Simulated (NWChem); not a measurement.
# C2H6GeSi (SMILES [SiH3]C#[C][GeH3]): levels of theory compared

Aim: a comparison of 3 runs (HF/def2-SVP, B2PLYP/STO-3G, PBE0/def2-SVP) of C2H6GeSi. 

The results are computed with NWChem 7.3.0.

## 1. The molecule

C2H6GeSi: 10 atoms, total charge 0, spin state singlet. As SMILES, `[SiH3]C#[C][GeH3]`. The coordinates come from a PBE0-D4/def2-TZVP relaxation.

Bond lengths: Si1–C2 1.823 Å, C2–C3 1.213 Å, C3–Ge4 1.902 Å, Si1–H5 1.484 Å, Si1–H6 1.484 Å, Si1–H7 1.484 Å, Ge4–H8 1.533 Å, Ge4–H9 1.533 Å, Ge4–H10 1.533 Å. Some angles: Si1–C2–C3 179.9°, C2–C3–Ge4 179.8°, C2–Si1–H5 109.4°, C2–Si1–H6 109.4°, C2–Si1–H7 109.3°, C3–Ge4–H8 108.6°, C3–Ge4–H9 108.6°, C3–Ge4–H10 108.5°, H5–Si1–H6 109.6°, H5–Si1–H7 109.6°.

## 2. Energy and gradient at HF/def2-SVP (run 1)

The input, geom.nw:

```
start geom
title "C2H6GeSi"
memory total 2200 mb

geometry units au noautosym nocenter noautoz
Si  -2.25916758   3.14544913  -2.54508314
C   -0.58109078   0.80388949  -0.65554599
C    0.53989475  -0.75343381   0.59979907
Ge   2.30716663  -3.18815694   2.56492527
H   -3.78927883   1.84097119  -4.49887098
H   -3.94272459   4.64986010  -0.88306902
H   -0.40251166   4.84204525  -3.78417656
H    1.42844398  -5.83131688   1.77048441
H    1.71095803  -2.72592993   5.36153096
H    5.14553526  -2.88013159   2.07529723
end

basis spherical bse
Si library def2-SVP
C library def2-SVP
Ge library def2-SVP
H library def2-SVP
end

scf
thresh 1e-08
maxiter 80
print medium
end

task scf gradient
```

Launch:

```
$ nwchem geom.nw > geom.out
```

What it wrote:

```text
[...]
  functions       =   108
[...]
  wavefunction    = RHF
[...]
         Total SCF energy =  -2443.059512402629
      One-electron energy =  -3926.538229768968
      Two-electron energy =   1219.624860462908
 Nuclear repulsion energy =    263.853856903431
        Time for solution =     18.3s
[...]
                         RHF ENERGY GRADIENTS
    atom               coordinates                        gradient
                 x          y          z           x          y          z
   1 Si     -2.259168   3.145449  -2.545083    0.006798  -0.009524   0.007697
   2 C      -0.581091   0.803889  -0.655546   -0.016322   0.022733  -0.018308
   3 C       0.539895  -0.753434   0.599799    0.014660  -0.020382   0.016415
   4 Ge      2.307167  -3.188157   2.564925   -0.004787   0.006522  -0.005289
   5 H      -3.789279   1.840971  -4.498871   -0.000894  -0.001216  -0.001185
   6 H      -3.942725   4.649860  -0.883069   -0.001003   0.000809   0.001407
   7 H      -0.402512   4.842045  -3.784177    0.001561   0.000945  -0.000668
   8 H       1.428444  -5.831317   1.770484   -0.000647  -0.000954  -0.000642
   9 H       1.710958  -2.725930   5.361531   -0.000520   0.000559   0.001098
  10 H       5.145535  -2.880132   2.075297    0.001155   0.000508  -0.000526
[...]
```

Run time: 24 s. Hardware: 1 thread of AMD EPYC 9R14 (Zen 4), shared host; peak memory 0.1 GiB.

## 3. The energy at B2PLYP/STO-3G (run 2)

The input, c2h6gesi.xyz:

```xyz
10
C2H6GeSi
Si    -1.195500     1.664500    -1.346800
C     -0.307500     0.425400    -0.346900
C      0.285700    -0.398700     0.317400
Ge     1.220900    -1.687100     1.357300
H     -2.005200     0.974200    -2.380700
H     -2.086400     2.460600    -0.467300
H     -0.213000     2.562300    -2.002500
H      0.755900    -3.085800     0.936900
H      0.905400    -1.442500     2.837200
H      2.722900    -1.524100     1.098200
```

The input, c2h6gesi.nw:

```
start c2h6gesi
title "C2H6GeSi"
memory 2200 mb

geometry noautosym nocenter noautoz
 load format xyz c2h6gesi.xyz
end

basis spherical bse
 * library STO-3G
end

dft
 xc hfexch 0.53 becke88 0.47 lyp 0.73 mp2 0.27
 dftmp2 semidirect
 grid xfine
 convergence energy 1e-08
 maxiter 100
 mulliken
 print medium
end

mp2
 freeze core 16
end

task dft energy
```

Launch:

```
$ nwchem c2h6gesi.nw > c2h6gesi.out
```

What it wrote:

```text
[...]
          Wavefunction type:  closed shell.
          No. of atoms     :    10
          No. of electrons :    64
[...]
          Charge           :     0
          Spin multiplicity:     1
[...]
          AO basis - number of functions:    43
[...]
              XC Information
              --------------
                     Hartree-Fock (Exact) Exchange  0.530
                    Becke 1988 Exchange Functional  0.470
              Lee-Yang-Parr Correlation Functional  0.730
[...]
 d= 0,ls=0.0,diis     1  -2417.3005974436 -2.68D+03  1.69D-02  1.71D-01     1.5
[...]
 d= 0,ls=0.0,diis     7  -2417.3412311834 -7.04D-09  1.92D-06  1.90D-09     7.2
         Total DFT energy =    -2417.341231183441
      One electron energy =    -3908.954445861971
           Coulomb energy =     1340.992909177403
    Exchange-Corr. energy =     -113.233570264826
 Nuclear repulsion energy =      263.853875765952
[...]
      Total Density - Mulliken Population Analysis
     ---------------------------------------------
    Atom       Charge   Shell Charges
 -----------   ------   -------------------------------------------------------
    1 Si  14    13.34   2.00  1.99  5.88  1.20  2.27
    2 C    6     6.27   1.99  1.24  3.03
    3 C    6     6.24   1.99  1.24  3.01
    4 Ge  32    31.47   2.00  2.00  6.00  2.00  5.93  1.23  2.44  9.88
    5 H    1     1.13   1.13
    6 H    1     1.13   1.13
    7 H    1     1.13   1.13
    8 H    1     1.10   1.10
    9 H    1     1.10   1.10
   10 H    1     1.10   1.10
[...]
  Basis functions       =     43
[...]
```

It took 8.4 s on 1 thread of AMD EPYC 9R14 (Zen 4), shared host; peak memory 0.15 GiB.

## 4. Energy and gradient at PBE0/def2-SVP (run 3)

The input, run.py:

```python
from ase import Atoms
from ase.calculators.nwchem import NWChem

molecule = Atoms(['Si', 'C', 'C', 'Ge', 'H', 'H', 'H', 'H', 'H', 'H'], positions=[
    [-1.195500, 1.664500, -1.346800],
    [-0.307500, 0.425400, -0.346900],
    [0.285700, -0.398700, 0.317400],
    [1.220900, -1.687100, 1.357300],
    [-2.005200, 0.974200, -2.380700],
    [-2.086400, 2.460600, -0.467300],
    [-0.213000, 2.562300, -2.002500],
    [0.755900, -3.085800, 0.936900],
    [0.905400, -1.442500, 2.837200],
    [2.722900, -1.524100, 1.098200],
])

calc = NWChem(
    label='struct',
    theory='dft',
    memory='2200 mb',
    basis='def2-SVP',
    basispar='spherical bse',
    dft={'xc': 'pbe0', 'mult': '1', 'grid': 'fine', 'convergence': 'energy 1e-08', 'iterations': '100', 'mulliken': None},
)
molecule.calc = calc

forces = molecule.get_forces()
print(f"energy = {molecule.get_potential_energy():.6f} eV")
print("forces (eV/A):")
for s, f in zip(molecule.symbols, forces):
    print(f"{s:2s} {f[0]:10.5f} {f[1]:10.5f} {f[2]:10.5f}")
print("dipole (e A):", molecule.get_dipole_moment().round(4))
```

Launch:

```
$ export ASE_NWCHEM_COMMAND="nwchem PREFIX.nwi > PREFIX.nwo"
$ python run.py
```

What it wrote:

```text
energy = -66541.251954 eV
forces (eV/A):
Si   -0.03672    0.05266   -0.04294
C    -0.39898    0.55289   -0.44660
C     0.51314   -0.70983    0.57315
Ge   -0.00211    0.00561   -0.00355
H    -0.09374   -0.05523   -0.11745
H    -0.10207    0.09616    0.07790
H     0.08803    0.10639   -0.07893
H    -0.00658   -0.04186   -0.00453
H    -0.00247   -0.00185    0.04201
H     0.04155   -0.00489    0.00087
dipole (e A): [ 0.0533 -0.0725  0.0585]
```

The calculator wrote struct.nwi:

```
title "struct"

permanent_dir struct

scratch_dir struct

start struct

geometry units angstrom nocenter noautosym noautoz
  Si -1.1955000000000000e+00 1.6645000000000001e+00 -1.3468000000000000e+00
  C  -3.0750000000000000e-01 4.2540000000000000e-01 -3.4689999999999999e-01
  C  2.8570000000000001e-01 -3.9870000000000000e-01 3.1740000000000002e-01
  Ge 1.2209000000000001e+00 -1.6871000000000000e+00 1.3573000000000000e+00
  H  -2.0051999999999999e+00 9.7419999999999995e-01 -2.3807000000000000e+00
  H  -2.0863999999999998e+00 2.4605999999999999e+00 -4.6729999999999999e-01
  H  -2.1299999999999999e-01 2.5623000000000000e+00 -2.0024999999999999e+00
  H  7.5590000000000002e-01 -3.0857999999999999e+00 9.3689999999999996e-01
  H  9.0539999999999998e-01 -1.4424999999999999e+00 2.8372000000000002e+00
  H  2.7229000000000001e+00 -1.5241000000000000e+00 1.0982000000000001e+00
end

memory 2200 mb

basis spherical bse noprint
   * library def2-SVP
end

dft
  xc pbe0
  mult 1
  grid fine
  convergence energy 1e-08
  iterations 100
  mulliken
end

task dft gradient
```

struct.nwo, shortened:

```text
[...]
         Total DFT energy =    -2445.345925954576
[...]
  wavefunction    = closed shell
                         DFT ENERGY GRADIENTS
    atom               coordinates                        gradient
                 x          y          z           x          y          z
   1 Si     -2.259167   3.145449  -2.545083    0.000714  -0.001024   0.000835
   2 C      -0.581091   0.803889  -0.655546    0.007759  -0.010752   0.008685
   3 C       0.539895  -0.753434   0.599799   -0.009979   0.013804  -0.011146
[... 6 lines of this table left out ...]
  10 H       5.145535  -2.880131   2.075297   -0.000808   0.000095  -0.000017
[...]
```

Wall time 23 s (1 thread of AMD EPYC 9R14 (Zen 4), shared host); peak memory 0.13 GiB.

## 5. The series

| run | level | task | iteration cap | energy (Eh) | dipole moment (D) | HOMO energy (eV) | LUMO energy (eV) | wall time |
| --- | --- | --- | --- | --- | --- | --- | --- | --- |
| 1 | HF/def2-SVP | gradient | 80 | -2443.059512 | 0.51 | -10.76 | 3.16 | 24 s |
| 2 | B2PLYP/STO-3G | energy | 100 | -2417.423440 | 0.25 | -6.32 | 6.65 | 8.4 s |
| 3 | PBE0/def2-SVP | gradient | 100 | -2445.345926 | 0.52 | -8.05 | -0.34 | 23 s |

## 6. Outcome

| quantity | value |
| --- | --- |
| run 3: total energy | -2445.34593 Eh |
| run 3: dipole moment | 0.52 D |
| run 3: HOMO energy | -8.05 eV |
| run 3: LUMO energy | -0.34 eV |
| run 3: HOMO–LUMO gap | 7.71 eV |
| run 3: largest force on an atom | 1.047 eV/Å |

**Reading.** The dipole moment (its size) runs from 0.25 D (B2PLYP/STO-3G) to 0.52 D (PBE0/def2-SVP). The two ends differ in method and basis. A double hybrid's value is that of its SCF part. The HOMO–LUMO gap runs from 7.71 eV (PBE0/def2-SVP) to 13.93 eV (HF/def2-SVP). Exact exchange widens orbital gaps. Totals of different functionals can't be ranked against each other. In run 2 the basis is minimal, so the values are rough. All runs together took 56 s, the longest 24 s.
